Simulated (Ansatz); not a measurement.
**As2 (SMILES [As]#[As]) at B2PLYP/def2-TZVPPD**

Aim: the vertical electron affinity of As2 at B2PLYP/def2-TZVPPD, from 2 runs. 

The results are computed with Ansatz 0.2.0.

13 further runs of the same task are left out: 13 set aside as unsound or not needed.

## (1) The structure to begin with

As2: 2 atoms, total charge 0, spin state singlet. As SMILES, `[As]#[As]`. The coordinates come from a PBE0-D4/def2-TZVP relaxation.

Bond lengths: As1–As2 2.089 Å.

## (2) A single-point energy at B2PLYP/def2-TZVPPD

Input file job.yaml:

```yaml
crystal:
  periodic: [false, false, false]
  atoms:
    - symbol: As
      position_ang: [0.000000, -0.000000, 0.002480]
    - symbol: As
      position_ang: [-0.000000, 0.000000, 2.091490]
basis:
  gaussian: {orbitals: def2-TZVPPD.json}
hamiltonian: {xc: {name: B2PLYP}}
correlation: {frozen_orbitals: {As: 9}}
accuracy: high
output: {orbitals: {seedname: orbitals}}
```

The basis set def2-TZVPPD is read from a file made from the Basis Set Exchange's data (not shown).

On the command line:

```
$ ansatz run job.yaml --threads 1 --pin off --max-ram 3480MiB --events-out events.jsonl --progress --plain --runs-dir runs
```

What it wrote:

```text
Warning: RAYON_NUM_THREADS=1 ignored (pool sized by the plan → 1); use --threads N
Functional definition: B2PLYP
  name "B2PLYP"
  parameter a = 0.53
  parameter c = 0.27
  exchange = (1 - a)*b88_x + a*exact_x
  correlation = (1 - c)*lyp_c + c*(mp2_os + mp2_ss)
1359 factors; integrals over basis functions are off by at most 4.7e-9 eV
mean field evaluation 1: about -121657.9732 eV, gradient 8.7e0 eV
mean field evaluation 2: about -121658.0884 eV, gradient 8.4e0 eV
mean field evaluation 4: about -121658.2154 eV, gradient 5.0e-1 eV
mean field evaluation 8: about -121658.2165 eV, gradient 6.3e-3 eV
mean field evaluation 16: about -121658.2165 eV, gradient 3.4e-7 eV
mean field -121658.21652360 eV, -4470.8569943414 hartree, gradient 7.6e-9 eV, S^2 0.000000; 0 other end points of the search recorded, 0 dependent functions left out
18 core orbitals not correlated: weight in the atoms' cores, before any rotation towards them, 1.000 or more for the frozen orbitals, at most 0.000 for the correlated occupied ones
reference -121658.21654056 eV, -4470.8569949648 hartree; 15, 15 occupied and 75, 75 virtual orbitals, 1359 factors
second order -17.37170748 eV of doubles, -0.00000000 eV of singles
Total energy: -121662.90690158 eV, -4471.0293625530 hartree
```

Wall time 11 s (1 thread of Arm Neoverse V2, shared host); peak memory 0.31 GiB.

## (3) The doublet anion at the same level

Input file job.yaml:

```yaml
crystal:
  periodic: [false, false, false]
  atoms:
    - symbol: As
      position_ang: [0.000000, -0.000000, 0.002480]
    - symbol: As
      position_ang: [-0.000000, 0.000000, 2.091490]
basis:
  gaussian:
    orbitals: def2-TZVPPD.json
total_charge: -1
magnetization:
  spin_polarized: true
  initial_magnetization: 1
hamiltonian:
  xc: {name: B2PLYP}
correlation:
  frozen_orbitals: {As: 9}
accuracy: high
output: {orbitals: {seedname: orbitals}}
```

The basis set def2-TZVPPD is read from a file made from the Basis Set Exchange's data (not shown).

On the command line:

```
$ ansatz run job.yaml --threads 1 --pin off --max-ram 3480MiB --events-out events.jsonl --progress --plain --runs-dir runs
```

What it wrote, shortened:

```text
Warning: RAYON_NUM_THREADS=1 ignored (pool sized by the plan → 1); use --threads N
[... 2 set-up lines as earlier in the session ...]
[...]
1359 factors; integrals over basis functions are off by at most 4.7e-9 eV
[...]
mean field -121658.69977103 eV, -4470.8747533569 hartree, gradient 5.2e-8 eV, S^2 0.759279; 4 other end points of the search recorded, 0 dependent functions left out
18 core orbitals not correlated: weight in the atoms' cores, before any rotation towards them, 1.000 or more for the frozen orbitals, at most 0.000 for the correlated occupied ones
reference -121658.69978756 eV, -4470.8747539644 hartree; 16, 15 occupied and 74, 75 virtual orbitals, 1359 factors
second order -17.16423645 eV of doubles, -0.00000000 eV of singles
Total energy: -121663.33413140 eV, -4471.0450629593 hartree
```

Run time: 25 s. Hardware: 1 thread of Arm Neoverse V2, shared host; peak memory 0.47 GiB.

## (4) Summary of results

At B2PLYP/def2-TZVPPD, 18 core orbitals frozen:

| quantity | value |
| --- | --- |
| singlet As2: total energy | -4471.02936 Eh |
| singlet As2: HOMO energy (SCF part's orbitals) | -8.09 eV |
| singlet As2: LUMO energy (SCF part's orbitals) | -1.57 eV |
| singlet As2: HOMO–LUMO gap (SCF part's orbitals) | 6.52 eV |
| doublet anion: total energy | -4471.04506 Eh |
| doublet anion: HOMO energy (SCF part's orbitals) (highest over α and β) | 0.59 eV |
| doublet anion: LUMO energy (SCF part's orbitals) (lowest over α and β) | 4.03 eV |
| doublet anion: ⟨S²⟩ | 0.759 |
| vertical electron affinity (to the doublet anion) | 0.427 eV |

At fixed nuclei the extra electron is bound by 0.43 eV (41.2 kJ/mol). The HOMO (doublet anion) lies at positive energy, 0.59 eV; only total energies tell whether the electron is bound.
